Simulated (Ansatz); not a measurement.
**C3H4B radical: one species, many methods**

One table from this session's results is given with a row withheld; the runs are named, their logs left out.

The runs use Ansatz 0.2.0, Gaussian basis; functionals in def2-TZVPP, the program's frozen cores in correlated methods.

Plan: LDA (SPW92), PBE-D4, revPBE-D4, BLYP-D4, r2SCAN-D4, B97M-V, PBE0-D4, B3LYP-D4, r2SCANh-D4, r2SCAN0-D4, HSE06-D4, BHLYP-D4, CAM-B3LYP-D4, LC-ωPBE, ωB97X-V, ωB97M-V, B2PLYP, PBE-QIDH; CCSD(T)/def2-SVP; CCSD(T)/def2-TZVPP; CCSD(T)/def2-QZVPP; extrapolation to the limit; RPA on PBE.

### Structure used throughout

The geometry comes from an earlier relaxation with PBE0-D4 in a triple-zeta def2 set; it is a stationary point, not always the lowest conformer.

8 atoms, charge 0, spin multiplicity 2.

Atoms are counted from 1 here; the program's logs count them from 0.

Bond lengths: C1–C2 1.221 Å, C1–H5 1.065 Å, C2–B3 1.456 Å, B3–C4 1.534 Å, C4–H6 1.096 Å, C4–H7 1.100 Å, C4–H8 1.091 Å. Angles: C2–C1–H5 179.3°, C1–C2–B3 174.5°, C2–B3–C4 140.8°, B3–C4–H6 112.4°, B3–C4–H7 106.3°, B3–C4–H8 114.9°, H6–C4–H7 106.2°, H6–C4–H8 109.4°, H7–C4–H8 107.1°.

The first run:

The input, in.yaml:

```yaml
crystal:
  periodic: [false, false, false]
  atoms:
    - {symbol: C, position_ang: [1.641467, 1.600514, 0.949528]}
    - {symbol: C, position_ang: [1.009118, 0.698348, 0.424031]}
    - {symbol: B, position_ang: [0.378459, -0.436548, -0.233956]}
    - {symbol: C, position_ang: [-1.009667, -0.997973, -0.565275]}
    - {symbol: H, position_ang: [2.205119, 2.381947, 1.404269]}
    - {symbol: H, position_ang: [-1.724687, -0.851791, 0.252178]}
    - {symbol: H, position_ang: [-1.387072, -0.407223, -1.412790]}
    - {symbol: H, position_ang: [-1.020535, -2.044273, -0.873883]}
basis:
  gaussian: {orbitals: def2-TZVPP}
magnetization: {spin_polarized: true, initial_magnetization: 1}
hamiltonian: {xc: lda}
output: {orbitals: {seedname: orbitals}}
```

Launch:

```sh
> ansatz run in.yaml --threads 2 --pin off --events-out ev --progress --plain --max-ram 32768MiB --backend cpu
```

Among the steps run: LDA; PBE-D4 (GGA); revPBE-D4 (GGA); BLYP-D4 (GGA); r2SCAN-D4 (meta-GGA); B97M-V (meta-GGA); PBE0-D4 (hybrid); B3LYP-D4 (hybrid); r2SCANh-D4 (hybrid); r2SCAN0-D4 (hybrid); HSE06-D4 (hybrid); BHLYP-D4 (hybrid); CAM-B3LYP-D4 (range-separated); LC-ωPBE (range-separated); ωB97X-V (range-separated); ωB97M-V (range-separated); B2PLYP (double hybrid); PBE-QIDH (double hybrid).

One table of the session follows, with a row left open; its other results are not shown here.

It belongs to the step «Orbital energies across the functionals». 

| functional | HOMO (eV) | LUMO (eV) | gap (eV) |
| --- | --- | --- | --- |
| LDA (SPW92) | ? | ? | ? |
| PBE-D4 | -3.96 | -3.04 | 0.92 |
| revPBE-D4 | -3.93 | -2.95 | 0.98 |
| BLYP-D4 | -3.78 | -2.82 | 0.95 |
| r2SCAN-D4 | -4.28 | -2.79 | 1.49 |
| B97M-V | -4.00 | -2.72 | 1.28 |
| PBE0-D4 | -5.06 | -2.10 | 2.96 |
| B3LYP-D4 | -4.80 | -2.24 | 2.56 |
| r2SCANh-D4 | -4.69 | -2.46 | 2.24 |
| r2SCAN0-D4 | -5.32 | -1.96 | 3.36 |
| HSE06-D4 | -4.66 | -2.48 | 2.18 |
| BHLYP-D4 | -6.01 | -0.95 | 5.06 |
| CAM-B3LYP-D4 | -6.26 | -0.91 | 5.35 |
| LC-ωPBE | -7.66 | 0.17 | 7.83 |
| ωB97X-V | -7.12 | 0.18 | 7.29 |
| ωB97M-V | -6.83 | -0.02 | 6.80 |

Estimate the missing values for LDA (SPW92).

The run gave: HOMO (eV): -3.94; LUMO (eV): -3.29; gap (eV): 0.65. In the column «HOMO (eV)» it lies between PBE-D4 (-3.96) and revPBE-D4 (-3.93).
